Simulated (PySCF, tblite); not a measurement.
# H₅HfO₃P, a small molecule taken as a stand-in for a surface group (hafnium hydroxide): NMR shifts, core binding energies and electronic excitations, part 2 of 2

tblite 0.8.0 and PySCF 2.14.0. Atoms count from 0, parts from 1. The steps go on from the part before.

## 5. X-ray photoelectron lines: SCAN, X2C

The job: settings as JSON, then the geometry in Å.

```
{"job": {"kind": "xps", "holes": 5}, "charge": 0, "multiplicity": 1}
O     -0.312428     1.795168    -0.616083
Hf     0.001814    -0.090993    -0.421778
O      1.692186    -0.634618    -1.152104
O     -1.489783    -1.155775    -0.993411
P      0.208528    -0.658255     2.133558
H     -0.532936     2.707596    -0.787413
H      2.498739    -0.842893    -1.618074
H     -2.176612    -1.683392    -1.394680
H      1.106885     0.430315     2.380747
H     -0.954854     0.107336     2.470738
```

Level: delta-SCF UKS SCAN, pcX-2 on the ionised atom, pcseg-1 elsewhere (x2c-SVPall past Kr), spin-free X2C.

Standard output:

```text
ground state, core basis on atom 0 (O), 182 functions
  cycle   1  E = -15650.53727850  |g| = 1.45e+00
  cycle   2  E = -15647.44787165  |g| = 4.13e+00
  cycle   3  E = -15650.86046636  |g| = 4.57e-01
  cycle   4  E = -15650.91245249  |g| = 2.02e-01
  cycle   5  E = -15650.92097869  |g| = 7.31e-02
  cycle   6  E = -15650.92226285  |g| = 3.03e-02
  cycle   7  E = -15650.92244937  |g| = 1.02e-02
  cycle   8  E = -15650.92246582  |g| = 4.86e-03
  cycle   9  E = -15650.92247717  |g| = 7.01e-04
  cycle  10  E = -15650.92247556  |g| = 1.84e-04
  E(ground) = -15651.22403712 Eh
hole in O 1s of atom 0
  cycle   1  E = -15630.32131040  |g| = 2.23e+00
  cycle   2  E = -15628.06326306  |g| = 2.58e+00
  cycle   3  E = -15630.70927332  |g| = 8.75e-01
  cycle   4  E = -15630.93651027  |g| = 6.83e-01
  cycle   5  E = -15631.11443692  |g| = 3.00e-01
  cycle   6  E = -15631.15131920  |g| = 1.07e-01
  cycle   7  E = -15631.15573263  |g| = 4.86e-02
  cycle   8  E = -15631.15728263  |g| = 1.08e-02
  cycle   9  E = -15631.15733721  |g| = 1.97e-03
  cycle  10  E = -15631.15733926  |g| = 8.55e-04
  cycle  11  E = -15631.15734227  |g| = 1.96e-04
  E(ion) = -15631.46052559 Eh   <S^2> = 0.7617   hole on atom = 1.000   binding energy = 537.793 eV
ground state, core basis on atom 2 (O), 182 functions
  cycle   1  E = -15650.91932892  |g| = 1.36e-01
  cycle   2  E = -15650.91101759  |g| = 2.31e-01
  cycle   3  E = -15650.92086959  |g| = 4.36e-02
  cycle   4  E = -15650.92119224  |g| = 1.68e-02
  cycle   5  E = -15650.92124017  |g| = 3.50e-03
  cycle   6  E = -15650.92124279  |g| = 5.44e-04
  cycle   7  E = -15650.92124218  |g| = 1.59e-04
  E(ground) = -15651.22400984 Eh
hole in O 1s of atom 2
  cycle   1  E = -15630.31700829  |g| = 2.23e+00
  cycle   2  E = -15628.14388165  |g| = 2.56e+00
  cycle   3  E = -15630.74951742  |g| = 8.48e-01
  cycle   4  E = -15630.95956256  |g| = 6.34e-01
  cycle   5  E = -15631.10693233  |g| = 3.08e-01
  cycle   6  E = -15631.14908808  |g| = 9.10e-02
  cycle   7  E = -15631.15173876  |g| = 4.80e-02
  cycle   8  E = -15631.15326269  |g| = 1.15e-02
  cycle   9  E = -15631.15332375  |g| = 2.61e-03
  cycle  10  E = -15631.15332301  |g| = 2.16e-03
  cycle  11  E = -15631.15332575  |g| = 9.04e-04
  cycle  12  E = -15631.15332551  |g| = 1.72e-04
  E(ion) = -15631.45842099 Eh   <S^2> = 0.7618   hole on atom = 1.000   binding energy = 537.849 eV
ground state, core basis on atom 4 (P), 193 functions
  cycle   1  E = -15651.00138058  |g| = 3.50e-01
  cycle   2  E = -15650.99574136  |g| = 1.86e-01
  cycle   3  E = -15650.98588951  |g| = 2.87e-01
  cycle   4  E = -15651.00295114  |g| = 1.72e-02
  cycle   5  E = -15651.00303263  |g| = 5.59e-03
  cycle   6  E = -15651.00303505  |g| = 2.11e-03
  cycle   7  E = -15651.00304130  |g| = 6.47e-04
  cycle   8  E = -15651.00303377  |g| = 3.26e-04
  E(ground) = -15651.27843797 Eh
hole in P 2p of atom 4
  cycle   1  E = -15645.61280680  |g| = 1.38e+00
  cycle   2  E = -15645.55930905  |g| = 1.15e+00
  cycle   3  E = -15645.94902580  |g| = 3.57e-01
  cycle   4  E = -15645.98449583  |g| = 2.49e-01
  cycle   5  E = -15646.00632019  |g| = 7.89e-02
  cycle   6  E = -15646.00932818  |g| = 1.91e-02
  cycle   7  E = -15646.00946492  |g| = 8.66e-03
  cycle   8  E = -15646.00947637  |g| = 5.97e-03
  cycle   9  E = -15646.00948913  |g| = 1.25e-03
  cycle  10  E = -15646.00949303  |g| = 5.84e-04
  cycle  11  E = -15646.00949021  |g| = 1.72e-04
  E(ion) = -15646.29559527 Eh   <S^2> = 0.7537   hole on atom = 1.002   binding energy = 135.590 eV
  2p3/2 = 135.232 eV   2p1/2 = 136.122 eV
```

It took 75 s on 1 thread of Arm Neoverse N1, shared host; peak memory 0.69 GiB.

Atoms past Kr, which the light-atom basis doesn't hold, take an all-electron relativistic set.

The holes in one table. −ε is the ground-state orbital energy:

```tsv
hole	stands for	environment	ΔSCF (eV; 2p as the shell's mean)	−ε (eV)	⟨S²⟩
O1s on O0	O0	oxygen bonded to Hf, H	537.79	516.6	0.762
O1s on O2	O2, O3	oxygen bonded to Hf, H	537.85	516.6	0.762
P2p on P4	P4	phosphorus bonded to Hf, 2 H	135.53	124.8	0.754
```

Each hole run stands for the others of its class of like atoms.

With the spin-orbit splitting: P4 2p3/2 135.23, 2p1/2 136.12 eV. The table gives each 2p level as the mean over the whole 2p shell (two parts 2p3/2, one part 2p1/2), which differs a little from the single hole in the log.

## 6. Ultraviolet spectrum: CAM-B3LYP/def2-SVPD

The job, as its differences from that of step 5:

```diff
@@ -1,2 +1,2 @@
-{"job": {"kind": "xps", "holes": 5}, "charge": 0, "multiplicity": 1}
+{"job": {"kind": "uv", "xc": "CAM-B3LYP", "basis": "def2-SVPD", "nstates": 6, "ntriplets": 2, "ip": true}, "charge": 0, "multiplicity": 1}
 O     -0.312428     1.795168    -0.616083
```

Method: TDDFT CAM-B3LYP/def2-SVPD, vertical, gas phase, core orbitals frozen in the response.

Standard output:

```text
coarse grid: 43152 points
cycle   1  E = -617.5012842771  dE = -1.263e+01  |g| = 1.331e+00  |ddm| = 7.921e+00
cycle   2  E = -617.2795203558  dE =  2.218e-01  |g| = 1.761e+00  |ddm| = 2.530e+00
cycle   3  E = -617.8885283560  dE = -6.090e-01  |g| = 1.916e-01  |ddm| = 1.252e+00
cycle   4  E = -617.8961400624  dE = -7.612e-03  |g| = 7.332e-02  |ddm| = 2.874e-01
cycle   5  E = -617.8976550990  dE = -1.515e-03  |g| = 7.395e-03  |ddm| = 1.075e-01
cycle   6  E = -617.8976827700  dE = -2.767e-05  |g| = 2.879e-03  |ddm| = 2.959e-02
cycle   7  E = -617.8976872525  dE = -4.482e-06  |g| = 1.086e-03  |ddm| = 8.894e-03
final grid: 87784 points
cycle   8  E = -617.8976625084  dE = -8.357e-08  |g| = 1.541e-03  |ddm| = 3.302e-03
cycle   9  E = -617.8976619771  dE =  5.313e-07  |g| = 2.339e-03  |ddm| = 2.668e-03
cycle  10  E = -617.8976629836  dE = -1.007e-06  |g| = 8.155e-05  |ddm| = 1.499e-03
cycle  11  E = -617.8976629873  dE = -3.653e-09  |g| = 3.111e-05  |ddm| = 2.252e-04
cycle  12  E = -617.8976629885  dE = -1.220e-09  |g| = 8.075e-06  |ddm| = 1.670e-04
cycle  13  E = -617.8976629885  dE = -2.308e-11  |g| = 4.764e-06  |ddm| = 1.606e-05
converged SCF energy = -617.8976629885

Static polarisability (au): isotropic 82.664, principal 75.593 75.741 96.657

Singlet excitations
state   eV       nm        f      main configurations
  1   4.9755    249.2   0.00047   H->L+1 0.50, H->L+4 0.45
  2   5.3856    230.2   0.00087   H->L+2 0.33, H->L+3 0.22, H->L 0.20
  3   5.5345    224.0   0.07810   H->L 0.52, H->L+5 0.41
  4   6.2229    199.2   0.18376   H->L+5 0.32, H->L+2 0.17, H->L 0.14
  5   6.3030    196.7   0.01118   H->L+7 0.49, H->L+4 0.19, H->L+9 0.14
  6   6.5566    189.1   0.00433   H->L+3 0.36, H->L+2 0.33, H->L+8 0.22

Triplet excitations (Tamm-Dancoff, eV): 4.5668 4.6170
Vertical ionisation energy (delta-SCF) = 8.5070 eV
```

Wall time 70 s (1 thread of Arm Neoverse N1, shared host); peak memory 0.84 GiB.

Frontier orbitals and where they lie:

```tsv
orbital	eV	atoms
HOMO−3	-10.99	O2 29 %, O3 28 %, P4 11 %
HOMO−2	-10.67	O0 36 %, O2 27 %, O3 25 %
HOMO−1	-9.44	P4 57 %, Hf1 12 %, H8 12 %
HOMO	-7.67	P4 66 %, Hf1 16 %, H8 7 %
LUMO	0.24	Hf1 58 %, O0 8 %, O3 8 %
LUMO+1	0.89	Hf1 58 %, O2 10 %, O3 10 %
LUMO+2	0.97	Hf1 52 %, O0 14 %, H5 8 %
```

With each of the 6 states as a Gaussian band of 0.4 eV half-width at 1/e, the curve within the window shown has maxima at 200 nm (ε 8,100) L/(mol cm). Beyond the last state computed it falls off for lack of states. The curve at chosen wavelengths:

nm, ε (L/mol/cm) and a bar:
```
      181        771 ###
      185       2022 ########
      189       4037 ###############
      193       6281 #######################
      197       7825 #############################
      201       8054 ##############################
      205       7148 ###########################
      210       5526 #####################
      214       4568 #################
      218       4052 ###############
      222       3757 ##############
      226       3428 #############
      230       2945 ###########
      234       2340 #########
      238       1715 ######
      242       1164 ####
      246        738 ###
      250        441 ##
      254        251 #
      259        118 
      263         63 
      267         34 
      271         18 
      275         10 
      279          5 
      283          3
```

Further results of this job:

```tsv
property	computed
dipole moment (D)	3.60
polarisability (Å³)	12.25
HOMO–LUMO gap (eV)	7.91
−ε(HOMO) (eV)	7.67
```

## 7. Outcome

The summary covers parts 1 to 2.

| quantity | value |
| --- | --- |
| rotational constants (main isotopes) | 2.65, 1.56, 1.55 GHz |
| 1H shifts against TMS (PBE0/def2-SVP+pcSseg-1, means over atoms taken as alike) | 2.75, 2.62, 1.38, 1.37 ppm |
| 17O shifts against H2O (PBE0/def2-SVP+pcSseg-1, means over atoms taken as alike) | 183.2, 174.9 ppm |
| 31P shifts against H3PO4 (PBE0/def2-SVP+pcSseg-1) | -261.0 ppm |
| surface potential, 1st and 99th percentile | -1.50 V and 2.42 V |
| O1s binding energies, SCAN/pcX-2 | O2 537.85, O0 537.79 eV |
| P2p binding energies, SCAN/pcX-2 | P4 135.53 eV |
| lowest singlet (CAM-B3LYP/def2-SVPD) | 4.98 eV (249 nm), f = 0.000 |
| brightest single state of those computed | state 4, 6.22 eV, f = 0.184 |
| lowest triplet | 4.57 eV |
| vertical ionisation energy (ΔSCF) | 8.51 eV |

In words: Over 18 steps the energy fell by 1.591 eV; of the close pairs, Hf1–H7 changed most, 2.388 to 2.868 Å (PBE0/def2-SVP). At PBE0/def2-SVP+pcSseg-1: Shielding is most anisotropic at O2, O3 (span 338 ppm, paramagnetic term -240 ppm). The O1s levels computed lie within 0.06 eV of one another, too close to rank. The first singlet state (HOMO→LUMO+1 0.50, HOMO→LUMO+4 0.45) lies at 4.98 eV and is dark; of the 6 states computed, the strongest absorption comes from state 4 at 6.22 eV. The lowest triplet lies 0.41 eV below the lowest singlet (triplets in Tamm-Dancoff, singlets in full TDDFT). Spin-orbit coupling, left out, mixes singlets and triplets in elements this heavy. ΔSCF puts the ionisation energy at 8.51 eV, 0.84 eV above −ε(HOMO). Spin-orbit coupling is left out, which matters for shieldings and couplings at and beside the heavy atoms.
